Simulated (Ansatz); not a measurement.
This script drives the Python package of Ansatz (0.2.0).

The script reads `ch5cl2gen.xyz`:
```text
10

C    -0.61620   -1.09450    0.69320
N    -0.37050    0.37560    0.72260
Ge    0.54470    0.84990   -0.83650
Cl   -0.65160    0.71710   -2.55040
Cl    1.29720    2.87510   -0.65130
H    -1.20550   -1.32310    1.60560
H     0.29740   -1.64640    0.62140
H    -1.28120   -1.26320   -0.19240
H     0.28010    0.56160    1.57330
H     1.78870   -0.10330   -0.98260
```

The script, `ch5cl2gen_methods.py`:
```python
from pathlib import Path
import warnings

import ansatz as az
import numpy as np


def main() -> None:
    warnings.simplefilter("ignore", az.DeckWarning)

    system = az.Crystal.molecule_from_extxyz("ch5cl2gen.xyz")

    calc = system.calculation().basis(gaussian="def2-SVP")

    print("functional    E (Ha)        dipole (D)   HOMO (eV)  LUMO (eV)")
    for name in ["revpbe", "lda", "cam_b3lyp", "lc_wpbe", "pbe0", "blyp"]:
        data = calc.functional(name).forces().orbitals().run(threads=1, runs_dir="runs").report
        lines = Path(data["orbitals_path"]).read_text().splitlines()
        field_of = lambda key: [line.split("=")[1].strip() for line in lines if line.startswith(key)]
        orbitals = [(27.211386 * float(e), s, float(n)) for e, s, n in zip(field_of("Ene="), field_of("Spin="), field_of("Occup="))]
        homo = max(e for e, _, n in orbitals if n > 0.5)
        lumo = min(e for e, _, n in orbitals if n < 0.5)
        dipole = 4.803205 * np.linalg.norm(data["charge_distribution"]["dipole_moment_e_ang"])
        print(f"{name:10s} {data['free_energy_ev'] / 27.211386246:14.6f} {dipole:9.3f} {homo:11.3f} {lumo:10.3f}")


if __name__ == "__main__":
    main()
```

It is started by `python ch5cl2gen_methods.py`. Estimate its wall time and peak memory on 1 thread of Arm Neoverse V1, on a shared host.

It took about 35 s, with a peak of 0.43 GiB, for 6 runs of the engine.

```console
$ python ch5cl2gen_methods.py
functional    E (Ha)        dipole (D)   HOMO (eV)  LUMO (eV)
revpbe       -3092.361335     2.655      -5.814     -1.267
lda          -3085.748344     2.675      -5.898     -1.544
cam_b3lyp    -3092.816198     2.761      -8.714      0.829
lc_wpbe      -3092.143596     2.966     -10.177      2.012
pbe0         -3092.050843     2.822      -7.359     -0.335
blyp         -3092.712970     2.523      -5.661     -1.220
```

Reading the output:
- Total energies depend on the basis set; only differences at equal settings carry meaning.
- The geometry is a force-field or estimated start, not a minimum of this method, and the basis set is short of its limit. A lower total doesn't mark the better method: functionals have no common bound, and MP2 and coupled cluster aren't variational.
- Levels such as HOMO and LUMO are orbital energies: with these approximate functionals they aren't the ionisation energy and electron affinity, and their gap isn't the fundamental gap.

(Lines on the test bed's own set-up are left out of the output.)
